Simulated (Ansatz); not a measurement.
# CH7AlSn, SMILES [CH3][SnH2][AlH2]: a rigid scan of one bond length

Run with the Python package of Ansatz (0.2.0).

`scan_ch7alsn.py`:
```python
import ansatz as az
import numpy as np

GEOMETRY = """
C    -1.40710    0.74020   -0.60910
Sn    0.26110   -0.49080   -0.73170
Al    1.47350   -0.45500    1.58550
H    -1.91000    0.78800   -1.59980
H    -2.13470    0.40920    0.15550
H    -1.13410    1.83530   -0.38300
H    -0.21490   -2.11910   -1.10130
H     1.38230    0.11270   -1.98640
H     0.74480   -0.91770    2.95900
H     3.02210    0.04590    1.71420
"""

geometry = az.Crystal.molecule()
for line in GEOMETRY.strip().splitlines():
    symbol, *xyz = line.split()
    geometry = geometry.atom(symbol, [float(v) for v in xyz])

symbols = [site.symbol for site in geometry.cartesian_sites]
start = np.array([site.position_ang for site in geometry.cartesian_sites])
axis = (start[5] - start[0]) / np.linalg.norm(start[5] - start[0])
moving = [5]
lengths, energies = [0.98, 1.06, 1.15, 1.27, 1.44, 1.73, 2.07, 2.53], []
for length in lengths:
    xyz = start.copy()
    xyz[moving] += (length - np.linalg.norm(start[5] - start[0])) * axis
    point = az.Crystal.molecule()
    for symbol, place in zip(symbols, xyz):
        point = point.atom(symbol, place.tolist())
    calc = (
        point.calculation()
        .basis(gaussian="def2-SVP")
        .functional("B3LYP")
    )
    data = calc.run(threads=1).report
    energies.append(data["free_energy_ev"])
    print(f"r = {length:6.3f} A  E = {energies[-1]:.5f} eV  <S^2> = {abs(data['mean_field']['state']['spin_squared']):.3f}")

print("energy above the lowest point (eV):", [round(e - min(energies), 3) for e in energies])
```

Output of `python scan_ch7alsn.py`:
```text
r =  0.980 A  E = -13577.92293 eV  <S^2> = 0.000
r =  1.060 A  E = -13578.20347 eV  <S^2> = 0.000
r =  1.150 A  E = -13578.19980 eV  <S^2> = 0.000
r =  1.270 A  E = -13577.89355 eV  <S^2> = 0.000
r =  1.440 A  E = -13577.19435 eV  <S^2> = 0.000
r =  1.730 A  E = -13575.87741 eV  <S^2> = 0.000
r =  2.070 A  E = -13574.55377 eV  <S^2> = 0.000
r =  2.530 A  E = -13573.26609 eV  <S^2> = 0.000
energy above the lowest point (eV): [0.281, 0.0, 0.004, 0.31, 1.009, 2.326, 3.65, 4.937]
```

Caveats:
- Total energies depend on the basis set; only differences at equal settings carry meaning.
- The rest of the molecule is held rigid at a force-field or estimated start geometry, and the basis set is modest; single-reference methods fail as a bond breaks.
- def2 sets replace the cores of elements past krypton by effective core potentials.
- b3lyp holds the VWN-RPA fit, as in Gaussian; the form of ORCA and Turbomole is b3lyp5.
- The orbitals are restricted, so S² is zero by construction.
- Toward dissociation an unrestricted state can lie under the restricted one, by tenths of an eV for polar bonds under a functional and by 1 to 2 eV or more for others.
- Timing: 23 s on 1 thread of Arm Neoverse V2, on a shared host, peak memory 0.25 GiB.

(Lines on the test bed's own set-up are left out of the output.)
